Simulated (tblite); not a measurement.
# C4H9F3Si2: the cost of one run

Programs: tblite 0.8.0 and PySCF 2.14.0, with density-fitted response routines of our own. Each step states its level of theory. These are calculated values for one molecule in the gas phase, unless marked as measured. Atoms count from 0, in the outputs and in this text.

## Step 1: Starting geometry

18 atoms, charge 0, multiplicity 1; geometry from: force field or distance geometry start.

Bonds of the start (Å): F0–C1 1.37, C1–F2 1.35, C1–F3 1.36, C1–C4 1.52, C4–C5 1.56, C5–Si6 1.90, Si6–Si7 2.34, Si7–C8 1.91, C8–C4 1.55, C4–H9 1.10, C5–H10 1.10, C5–H11 1.09, Si6–H12 1.49, Si6–H13 1.48, Si7–H14 1.49, Si7–H15 1.49, C8–H16 1.09, C8–H17 1.10.

## Step 2: Optimising the geometry with GFN2-xTB

Job settings and geometry (Å):

```
{"job": {"kind": "relax", "xc": "GFN2-xTB", "basis": "xTB"}, "charge": 0, "multiplicity": 1}
F      2.521900    -0.645700     1.295000
C      1.726400     0.329900     0.760000
F      0.936300     0.776100     1.753600
F      2.539300     1.349500     0.389700
C      0.945400    -0.210400    -0.426900
C      0.084800     0.877300    -1.142300
Si    -1.567100     1.196000    -0.250800
Si    -1.590400    -0.932100     0.720400
C      0.063500    -1.439500    -0.091800
H      1.701100    -0.545800    -1.150100
H     -0.152600     0.532900    -2.155500
H      0.640800     1.813900    -1.236700
H     -1.429300     2.273300     0.773100
H     -2.657900     1.428200    -1.227900
H     -2.709000    -1.793900     0.238300
H     -1.469600    -0.892700     2.207100
H      0.592100    -2.139500     0.555800
H     -0.184700    -1.971300    -1.022900
```

Command:

```bash
OMP_NUM_THREADS=1 python probes_run.py task.json out
```

The driver reads the jobs from task.json and runs them one after another.

**Question.** How long does this first job take on 1 thread of Intel Xeon at 2.50GHz, shared host, and how much memory does it need?

About 1.5 s, with a peak of 0.18 GiB.
